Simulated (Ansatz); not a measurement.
# CH7BS2Si: the cost of one run

All numbers are computed with Ansatz 0.2.0, driven from Python. Level of theory: Hartree-Fock/cc-pVDZ.

## (1) Starting point

Bond lengths: B1–S2 1.840 Å, S2–C3 1.829 Å, C3–Si4 1.879 Å, C3–S5 1.846 Å, B1–H6 1.167 Å, B1–H7 1.219 Å, C3–H8 1.047 Å, Si4–H9 1.446 Å, Si4–H10 1.426 Å, Si4–H11 1.552 Å, S5–H12 1.393 Å. Angles (14 of 17 angles, heavy atoms first): B1–S2–C3 94.3°, S2–C3–Si4 108.9°, S2–C3–S5 108.4°, Si4–C3–S5 105.5°, S2–B1–H6 124.3°, S2–B1–H7 118.9°, S2–C3–H8 112.5°, Si4–C3–H8 114.0°, S5–C3–H8 107.1°, C3–Si4–H9 110.2°, C3–Si4–H10 114.1°, C3–Si4–H11 106.9°, C3–S5–H12 92.2°, H6–B1–H7 116.7°.

No structure file is read: the coordinates are typed or built in the script.

## (2) The code

File opt_ch7bs2si.py:

```python
import itertools

import ansatz as az
from ase.data import atomic_numbers, covalent_radii
import numpy as np
import pandas as pd

config = {
    "basis_set": "cc-pVDZ",
    "functional": "HF",
}

system = (
    az.Crystal.molecule()
    .atom("B", (-1.3596, 1.6012, 0.6025))
    .atom("S", (0.4346, 1.5518, 0.1997))
    .atom("C", (0.3474, -0.0841, -0.6137))
    .atom("Si", (0.5103, -1.4241, 0.6929))
    .atom("S", (1.8278, -0.273, -1.7009))
    .atom("H", (-1.8168, 1.239, 1.6135))
    .atom("H", (-2.1283, 2.1131, -0.1931))
    .atom("H", (-0.4977, -0.1845, -1.2236))
    .atom("H", (0.4427, -2.731, 0.0774))
    .atom("H", (1.6589, -1.2885, 1.5273))
    .atom("H", (-0.7529, -1.3339, 1.5903))
    .atom("H", (1.4107, 0.7591, -2.5381))
)

calculation = (
    system.calculation()
    .basis(gaussian=config["basis_set"])
    .functional(config["functional"])
)
symbols = [site.symbol for site in system.cartesian_sites]
start = np.array([site.position_ang for site in system.cartesian_sites], dtype=float)
def progress(event):
    if event["event"] == "relax_step":
        row = event["data"]
        print(f"step {row['step']:3d}  E = {row['lagrangian_ev']:.6f} eV  largest force component {row['allowed_force_max_ev_ang']:.4f} eV/A")


rep = calculation.relax(force_tolerance=0.02, max_steps=100).session().plan().execute(on_event=progress).report
end = np.array(rep["positions_ang"])

print("reference energy %16.6f eV" % rep["reference_energy_ev"])
print("total energy     %16.6f eV" % rep["free_energy_ev"])
print("occupied orbitals outside the frozen core (up, down):", rep["n_occupied"], " frozen:", rep["n_frozen"], " virtual:", rep["n_virtual"])

radius = [covalent_radii[atomic_numbers[s]] for s in symbols]
span = lambda where, i, j: np.linalg.norm(where[i] - where[j])
bonded = [(i, j) for i, j in itertools.combinations(range(len(symbols)), 2) if min(span(start, i, j), span(end, i, j)) < 1.2 * (radius[i] + radius[j])]
print("pair        before    after (A)")
for i, j in bonded:
    print(f"{symbols[i]}{i}-{symbols[j]}{j}".ljust(10), f"{span(start, i, j):8.4f} {span(end, i, j):8.4f}")

charges = rep["charge_distribution"]
table = pd.DataFrame({"atom": symbols, "mulliken": charges["mulliken_charges_e"], "lowdin": charges["lowdin_charges_e"]})
print(table.round(3).to_string())
print("dipole (e A):", np.round(charges["dipole_moment_e_ang"], 4) + 0.0)
with open("ch7bs2si_opt.xyz", "w") as handle:
    handle.write(f"{len(symbols)}\nrelaxed CH7BS2Si\n")
    handle.writelines(f"{s:2s} {x:11.6f} {y:11.6f} {z:11.6f}\n" for s, (x, y, z) in zip(symbols, end))
```

## (3) The input behind the calls

The engine receives this input:

```yaml
crystal:
  periodic: [false, false, false]
  atoms:
    - { symbol: B, position_ang: [-1.3596, 1.6012, 0.6025] }
    - { symbol: S, position_ang: [0.4346, 1.5518, 0.1997] }
    - { symbol: C, position_ang: [0.3474, -0.0841, -0.6137] }
    - { symbol: Si, position_ang: [0.5103, -1.4241, 0.6929] }
    - { symbol: S, position_ang: [1.8278, -0.273, -1.7009] }
    - { symbol: H, position_ang: [-1.8168, 1.239, 1.6135] }
    - { symbol: H, position_ang: [-2.1283, 2.1131, -0.1931] }
    - { symbol: H, position_ang: [-0.4977, -0.1845, -1.2236] }
    - { symbol: H, position_ang: [0.4427, -2.731, 0.0774] }
    - { symbol: H, position_ang: [1.6589, -1.2885, 1.5273] }
    - { symbol: H, position_ang: [-0.7529, -1.3339, 1.5903] }
    - { symbol: H, position_ang: [1.4107, 0.7591, -2.5381] }
basis:
  gaussian:
    orbitals: cc-pVDZ
hamiltonian:
  xc: hf
relax:
  f_tol: 0.02
  max_steps: 100
```

## (4) Running it

On the command line:

```bash
$ python opt_ch7bs2si.py
```

**Question.** How long does this script take on 1 thread of Arm Neoverse V1, shared host, and how much memory does it need?

About 79 s, with a peak of 0.39 GiB.
